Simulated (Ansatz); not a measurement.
# triplet B2O2: levels of theory compared

We compute a comparison of 6 runs (UB2PLYP/aug-cc-pVDZ, UB3LYP/aug-cc-pVDZ, UBHLYP/aug-cc-pVDZ, UBLYP/aug-cc-pVDZ, UBCCD(T)/aug-cc-pVDZ, UCCSD(T)/aug-cc-pVDZ) of triplet B2O2. 

The calculation is run with Ansatz 0.2.0.

47 further runs of the same task are left out: 5 that didn't finish, 42 set aside as unsound or not needed.

### 1 Starting point

The species is B2O2 (4 atoms), meant as a triplet with charge 0. As SMILES of the parent species, `O=BB=O`. Geometry: relaxed at PBE0-D4/def2-TZVP. That shape belongs to the parent species and isn't relaxed for this state.

Bond lengths: O1–B2 1.197 Å, B2–B3 1.640 Å, B3–O4 1.197 Å. Angles: O1–B2–B3 180.0°, B2–B3–O4 180.0°.

### 2 The energy at UB2PLYP/aug-cc-pVDZ (run 1)

File input.yaml:

```yaml
crystal:
  periodic: [false, false, false]
  atoms:
    - {symbol: O, position_ang: [-0.743090, 0.459760, 1.817650]}
    - {symbol: B, position_ang: [-0.302300, 0.187070, 0.739120]}
    - {symbol: B, position_ang: [0.302150, -0.186920, -0.739220]}
    - {symbol: O, position_ang: [0.743230, -0.459920, -1.817550]}
basis:
  gaussian:
    orbitals: aug-cc-pVDZ
total_charge: 0
magnetization:
  spin_polarized: true
  initial_magnetization: 2
hamiltonian:
  xc: {name: B2PLYP}
correlation:
  frozen_orbitals: {B: 1, O: 1}
accuracy: high
output:
  orbitals: {seedname: orbitals}
```

On the command line:

```sh
$ ansatz run input.yaml --threads 1 --pin off --max-ram 3480MiB --events-out events.jsonl --progress --plain --runs-dir runs
```

Output:

```text
Warning: RAYON_NUM_THREADS=1 ignored (pool sized by the plan → 1); use --threads N
Functional definition: B2PLYP
  name "B2PLYP"
  parameter a = 0.53
  parameter c = 0.27
  exchange = (1 - a)*b88_x + a*exact_x
  correlation = (1 - c)*lyp_c + c*(mp2_os + mp2_ss)
1577 factors; integrals over basis functions are off by at most 2.7e-9 eV
mean field evaluation 1: about -5429.6918 eV, gradient 3.0e1 eV
mean field evaluation 2: about -5429.9764 eV, gradient 3.0e1 eV
mean field evaluation 4: about -5433.5738 eV, gradient 2.3e0 eV
mean field evaluation 8: about -5433.6470 eV, gradient 3.6e-1 eV
mean field evaluation 16: about -5433.6511 eV, gradient 1.8e-3 eV
mean field evaluation 32: about -5434.2148 eV, gradient 2.1e-1 eV
mean field evaluation 64: about -5434.2155 eV, gradient 2.5e-3 eV
mean field evaluation 96: about -5434.2155 eV, gradient 7.1e-5 eV
mean field evaluation 128: about -5434.2155 eV, gradient 2.0e-4 eV
mean field evaluation 160: about -5434.2142 eV, gradient 3.9e-1 eV
mean field -5434.21552978 eV, -199.7037372757 hartree, gradient 8.8e-11 eV, S^2 2.010611; 8 other end points of the search recorded, 0 dependent functions left out
4 core orbitals not correlated: weight in the atoms' cores, before any rotation towards them, 1.000 or more for the frozen orbitals, at most 0.000 for the correlated occupied ones
reference -5434.21555536 eV, -199.7037382157 hartree; 10, 8 occupied and 78, 80 virtual orbitals, 1577 factors
second order -15.69406547 eV of doubles, -0.00000000 eV of singles
Total energy: -5438.45295303 eV, -199.8594597081 hartree
```

It took 2.6 min on 1 thread of Intel Xeon 6975P-C (Granite Rapids), shared host; peak memory 0.37 GiB.

### 3 The energy at UB3LYP/aug-cc-pVDZ (run 2)

File in.yaml:

```yaml
crystal:
  periodic: [false, false, false]
  atoms:
    - {symbol: O, position_ang: [-0.743090, 0.459760, 1.817650]}
    - {symbol: B, position_ang: [-0.302300, 0.187070, 0.739120]}
    - {symbol: B, position_ang: [0.302150, -0.186920, -0.739220]}
    - {symbol: O, position_ang: [0.743230, -0.459920, -1.817550]}
basis:
  gaussian:
    orbitals: aug-cc-pVDZ
magnetization:
  spin_polarized: true
  initial_magnetization: 2
hamiltonian:
  xc: {name: B3LYP}
accuracy: high
output: {orbitals: {seedname: orbitals}}
```

On the command line:

```sh
$ ansatz run in.yaml --threads 1 --pin off --max-ram 3480MiB --events-out events.jsonl --progress --plain --runs-dir runs
```

Output:

```text
Warning: RAYON_NUM_THREADS=1 ignored (pool sized by the plan → 1); use --threads N
Functional definition: B3LYP
  name "B3LYP"
  parameter a0 = 0.2
  parameter ax = 0.72
  parameter ac = 0.81
  exchange = (1 - a0 - ax)*slater_x + ax*b88_x + a0*exact_x
  correlation = (1 - ac)*vwn_rpa_c + ac*lyp_c
1577 factors; integrals over basis functions are off by at most 2.7e-9 eV
mean field evaluation 1: about -5438.2562 eV, gradient 3.7e1 eV
mean field evaluation 2: about -5427.1020 eV, gradient 6.6e1 eV
mean field evaluation 4: about -5443.1928 eV, gradient 1.0e0 eV
mean field evaluation 8: about -5443.3030 eV, gradient 3.8e-1 eV
mean field evaluation 16: about -5443.3037 eV, gradient 1.9e-4 eV
mean field evaluation 32: about -5443.5946 eV, gradient 4.1e-1 eV
mean field evaluation 64: about -5443.5761 eV, gradient 1.5e0 eV
mean field -5443.59592574 eV, -200.0484604693 hartree, gradient 5.1e-8 eV, S^2 2.005496; 6 other end points of the search recorded, 0 dependent functions left out
reference -5443.59596521 eV, -200.0484619194 hartree; 14, 12 occupied and 78, 80 virtual orbitals, 1577 factors
Total energy: -5443.59596521 eV, -200.0484619194 hartree
```

It took 57 s on 1 thread of Intel Xeon 6975P-C (Granite Rapids), shared host; peak memory 0.35 GiB.

### 4 The energy at UBHLYP/aug-cc-pVDZ (run 3)

File run.yaml:

```yaml
crystal:
  periodic: [false, false, false]
  atoms:
    - {symbol: O, position_ang: [-0.743090, 0.459760, 1.817650]}
    - {symbol: B, position_ang: [-0.302300, 0.187070, 0.739120]}
    - {symbol: B, position_ang: [0.302150, -0.186920, -0.739220]}
    - {symbol: O, position_ang: [0.743230, -0.459920, -1.817550]}
basis:
  gaussian: {orbitals: aug-cc-pVDZ}
magnetization: {spin_polarized: true, initial_magnetization: 2}
hamiltonian: {xc: {name: BHLYP}}
accuracy: high
output: {orbitals: {seedname: orbitals}}
```

On the command line:

```sh
$ ansatz run run.yaml --threads 1 --pin off --max-ram 3480MiB --events-out events.jsonl --progress --plain --runs-dir runs
```

Output:

```text
Warning: RAYON_NUM_THREADS=1 ignored (pool sized by the plan → 1); use --threads N
Functional definition: BHLYP
  name "BHLYP"
  parameter a = 0.5
[... 1 set-up line as earlier in the session ...]
  correlation = lyp_c
1577 factors; integrals over basis functions are off by at most 2.7e-9 eV
mean field evaluation 1: about -5436.2181 eV, gradient 3.1e1 eV
mean field evaluation 2: about -5434.0511 eV, gradient 4.1e1 eV
mean field evaluation 4: about -5439.9990 eV, gradient 9.5e-1 eV
mean field evaluation 8: about -5440.2712 eV, gradient 2.0e-1 eV
mean field evaluation 16: about -5440.2716 eV, gradient 7.1e-4 eV
mean field evaluation 32: about -5440.7569 eV, gradient 1.3e-8 eV
mean field evaluation 64: about -5440.7569 eV, gradient 1.1e-6 eV
mean field evaluation 96: about -5440.7569 eV, gradient 3.0e-8 eV
mean field -5440.75689286 eV, -199.9441279350 hartree, gradient 4.3e-8 eV, S^2 2.009394; 8 other end points of the search recorded, 0 dependent functions left out
reference -5440.75692032 eV, -199.9441289442 hartree; 14, 12 occupied and 78, 80 virtual orbitals, 1577 factors
Total energy: -5440.75692032 eV, -199.9441289442 hartree
```

Wall time 1.9 min (1 thread of Intel Xeon 6975P-C (Granite Rapids), shared host); peak memory 0.36 GiB.

Runs 4 to 5 aren't shown in full; the table further down has their settings and results.

### 5 A single-point energy at UCCSD(T)/aug-cc-pVDZ (run 6)

File job.yaml:

```yaml
crystal:
  periodic: [false, false, false]
  atoms:
    - {symbol: O, position_ang: [-0.743090, 0.459760, 1.817650]}
    - {symbol: B, position_ang: [-0.302300, 0.187070, 0.739120]}
    - {symbol: B, position_ang: [0.302150, -0.186920, -0.739220]}
    - {symbol: O, position_ang: [0.743230, -0.459920, -1.817550]}
basis:
  gaussian:
    orbitals: aug-cc-pVDZ
magnetization:
  spin_polarized: true
  initial_magnetization: 2
correlation:
  method: ccsd_t
  frozen_orbitals: {B: 1, O: 1}
accuracy: high
scf:
  omitted_lower_state_checks: [cluster_reference, increment]
```

On the command line:

```sh
$ ansatz run job.yaml --threads 1 --pin off --max-ram 3480MiB --events-out events.jsonl --progress --plain --runs-dir runs
```

Output:

```text
Warning: RAYON_NUM_THREADS=1 ignored (pool sized by the plan → 1); use --threads N
[... 33 lines left out ...]
4 core orbitals not correlated: weight in the atoms' cores, before any rotation towards them, 1.000 or more for the frozen orbitals, at most 0.000 for the correlated occupied ones
[... 39 lines left out ...]
Total energy: -5429.57791623 eV, -199.5333081213 hartree
Checks for a lower state left out: cluster_reference, increment
```

It took 3.3 min on 1 thread of Intel Xeon 6975P-C (Granite Rapids), shared host; peak memory 1.1 GiB.

### 6 The series

```tsv
run	level	frozen core orbitals	energy (Eh)	HOMO energy (eV)	⟨S²⟩	wall time
1	UB2PLYP/aug-cc-pVDZ	4	-199.859460	-6.28	2.011	2.6 min
2	UB3LYP/aug-cc-pVDZ	–	-200.048462	-4.74	2.005	57 s
3	UBHLYP/aug-cc-pVDZ	–	-199.944129	-6.27	2.009	1.9 min
4	UBLYP/aug-cc-pVDZ	–	-200.025305	-3.74	2.003	87 s
5	UBCCD(T)/aug-cc-pVDZ	4	-199.533605	–	2.021	3.5 min
6	UCCSD(T)/aug-cc-pVDZ	4	-199.533308	–	2.021	3.3 min
```

### 7 Outcome

| quantity | value |
| --- | --- |
| run 6: total energy | -199.53331 Eh |
| run 6: correlation energy (4 core orbitals frozen) | -504.8 mEh |
| run 6: (T) correction | -18.32 mEh |
| run 6: ⟨S²⟩ of the reference determinant | 2.021 |
| run 6: T1 diagnostic | 0.029 |

In words: Totals of different functionals can't be ranked against each other. All runs together took 14 min, the longest 3.5 min.
